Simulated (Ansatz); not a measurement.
Li2RuN2:

```
Ru N Li
1.0
     3.16423    0.00000    0.00000
    -1.58212    2.74031    0.00000
     0.00000    0.00000    5.21145
Ru N Li
1 2 2
Direct
  0.00000 0.00000 0.00000
  0.33333 0.66667 0.21301
  0.66667 0.33333 0.78699
  0.33333 0.66667 0.63982
  0.66667 0.33333 0.36018
```

The cell comes from a database or a generator and needn't be the stable form of this composition.

| Item | Value |
| --- | --- |
| Program | Ansatz 0.2.0 |
| Task | relaxation of cell and atoms |
| Functional | r2SCAN |
| Potentials or basis | Ansatz PAW |
| Cutoff | 500 eV (not typed: the program's choice for these potentials) |
| k mesh | 10 × 10 × 5 |
| Occupations | fermi-dirac, width 0.05 eV |
| Spin | no spin polarisation |

At the start: volume 9.04 Å³/atom.

How do energy, volume and symmetry change on relaxing?

It ends after 5 steps and the volume is 8.74 Å³/atom (-3.3 %); space group P-3m1 (No. 164, to 0.05 Å).

The path:
```
step  energy change (eV)  largest force (eV/Å)  volume (Å³)
   1              0.0000                0.2333        45.19
   2             -0.0275                0.0480        44.20
   3             -0.0307                0.0395        43.75
   4             -0.0309                0.0026        43.71
   5             -0.0302                0.0027        43.71
```

Final structure:
```xyz
5
Lattice="3.1208 0.0000 0.0000 -1.5604 2.7027 0.0000 0.0000 0.0000 5.1823" Properties=species:S:1:pos:R:3 pbc="T T T"
Ru    0.0000    0.0000    0.0000
N     0.0000    1.8018    1.1075
N     1.5604    0.9009    4.0748
Li    0.0000    1.8018    3.3150
Li    1.5604    0.9009    1.8673
```

Caveat: the plane-wave basis is chosen anew once the cell has moved, so the energies of steps on either side of that aren't comparable; the PAW data sets come from PBE, with cores solved anew for the run's functional, which leaves a small shift of forces and pressure.
